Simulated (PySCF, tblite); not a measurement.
# C₆H₇BCl₂S: geometry, infrared bands and NMR shifts

Aim: predict the infrared bands and NMR shifts of C₆H₇BCl₂S (`ClC(Cl)CBc1cccs1`).

The runs use tblite 0.8.0 and PySCF 2.14.0, with density-fitted response routines of our own; the level of theory stands in each step. All values are computed, except where a source is named. Atoms count from 0, in the outputs and in this text.

## (1) The starting structure

17 atoms, charge 0, multiplicity 1; geometry from: force field or distance geometry start.

Bonds of the start (Å): Cl0–C1 1.80, C1–Cl2 1.77, C1–C3 1.50, C3–B4 1.60, B4–C5 1.56, C5–C6 1.35, C6–C7 1.35, C7–C8 1.36, C8–S9 1.84, S9–C5 1.85, C1–H10 1.12, C3–H11 1.12, C3–H12 1.09, B4–H13 1.18, C6–H14 1.12, C7–H15 1.11, C8–H16 1.09.

## (2) Geometry optimisation with GFN2-xTB

Job settings and geometry (Å):

```
{"job": {"kind": "relax", "xc": "GFN2-xTB", "basis": "xTB"}, "charge": 0, "multiplicity": 1}
Cl     3.461100    -1.537400     0.956300
C      2.996800    -0.466000    -0.416200
Cl     3.664800     1.143500    -0.131500
C      1.500600    -0.518400    -0.512600
B      0.784400    -0.028400     0.828900
C     -0.777600    -0.009700     0.800300
C     -1.566300     1.070600     0.611200
C     -2.896300     0.862100     0.641000
C     -3.310900    -0.421400     0.847100
S     -1.839200    -1.502800     1.046500
H      3.405000    -0.903300    -1.363300
H      1.221200    -1.594700    -0.601200
H      1.144700     0.069900    -1.360400
H      1.326900     0.826000     1.443000
H     -1.139900     2.089300     0.451700
H     -3.635000     1.681700     0.503900
H     -4.347100    -0.749100     0.894800
```

Run with:

```bash
$ OMP_NUM_THREADS=1 python probes_run.py task.json out
```

This one command runs all jobs of the session in turn.

**Question.** This job is followed by: GFN2-xTB harmonic vibrations, gas phase; GIAO PBE0/pcSseg-1 NMR shielding, non-relativistic, gas phase. Predict these results of the whole session: strongest single infrared mode (GFN2-xTB); zero-point energy (GFN2-xTB); ¹³C shifts against TMS (PBE0/pcSseg-1); ¹H shifts against TMS (PBE0/pcSseg-1, means over atoms taken as alike); ³⁵Cl shifts against HCl (PBE0/pcSseg-1, means over atoms taken as alike); ¹¹B shifts against BF3·OEt2 (PBE0/pcSseg-1); ³³S shifts against CS2 (PBE0/pcSseg-1).

**Answer**, as computed:

| quantity | value |
| --- | --- |
| strongest single infrared mode (GFN2-xTB) | 1212 cm⁻¹, 134 km/mol |
| zero-point energy (GFN2-xTB) | 71.2 kcal/mol |
| ¹³C shifts against TMS (PBE0/pcSseg-1) | 158.1, 153.2, 149.7, 133.5, 87.9, 44.8 ppm |
| ¹H shifts against TMS (PBE0/pcSseg-1, means over atoms taken as alike) | 8.10, 7.95, 7.59, 7.49, 6.37, 2.53 ppm |
| ³⁵Cl shifts against HCl (PBE0/pcSseg-1, means over atoms taken as alike) | 288 ppm |
| ¹¹B shifts against BF3·OEt2 (PBE0/pcSseg-1) | 62.3 ppm |
| ³³S shifts against CS2 (PBE0/pcSseg-1) | 261 ppm |

In words: Relaxing lowered the energy by 1.036 eV in 91 steps; the close pair that moved most is C8–S9, from 1.837 to 1.707 Å. All 45 modes are real, so the xTB geometry is a minimum. The strongest single mode, at 1212 cm⁻¹, has its largest shares on H15, B4 and H10 (the list is cut at 3 atoms). Unscaled tight-binding wavenumbers are off by several per cent, some by more. Its intensities can rank the bands wrongly. C1 stands next to heavy halogen, whose spin-orbit shielding this run leaves out, so the computed shift lies too far downfield, most of all for carbon beside Br or I. At PBE0/pcSseg-1: The widest tensor belongs to Cl0, Cl2: span 618 ppm, with a paramagnetic part of -483 ppm. NICS(1)zz of -27 ppm above the planar ring from C5 marks a diatropic (aromatic) ring current.
